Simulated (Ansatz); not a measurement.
# CCo: the cost of one run

Method: def2-QZVPP, core rule «outside noble gas», up to 10 orbitals frozen; program: Ansatz 0.2.0, Gaussian basis.

The runs, in order: UHF; ROHF; CCSD(T) on UHF.

2 further runs of the same task are left out: 2 set aside as unsound or not needed. Runs told in other sessions of the task aren't counted.

### 1 The geometry

The geometry is a PBE0/def2-TZVP stationary point (not a proven minimum) of the parent state, kept for this charge and spin.

2 atoms, charge 1, spin multiplicity 3.

Atoms are counted from 1 here; the program's logs count them from 0.

Bond lengths: Co1–C2 1.692 Å.

Coordinates:

| atom | x (Å) | y (Å) | z (Å) |
| --- | --- | --- | --- |
| Co1 | 0.0000 | 0.0000 | 0.0000 |
| C2 | 0.0000 | 0.0000 | 1.6922 |

### 2 UHF

File in.yaml:

```yaml
crystal:
  periodic: [false, false, false]
  atoms:
    - {symbol: Co, position_ang: [0.000000, 0.000000, 0.000000]}
    - {symbol: C, position_ang: [0.000000, 0.000000, 1.692200]}
basis:
  gaussian: {orbitals: "def2-QZVPP.json"}
total_charge: 1
magnetization: {spin_polarized: true, initial_magnetization: 2}
hamiltonian: {xc: hf}
output: {orbitals: {seedname: orbitals}}
```

The run is started by

```sh
$ ansatz run in.yaml --threads 1 --pin off --events-out ev --progress --plain --max-ram 4096MiB --backend cpu
```

Q: Estimate wall time and peak memory on 1 thread of AMD EPYC 7R13, shared host.

About 2.4 min, with a peak of 0.45 GiB.
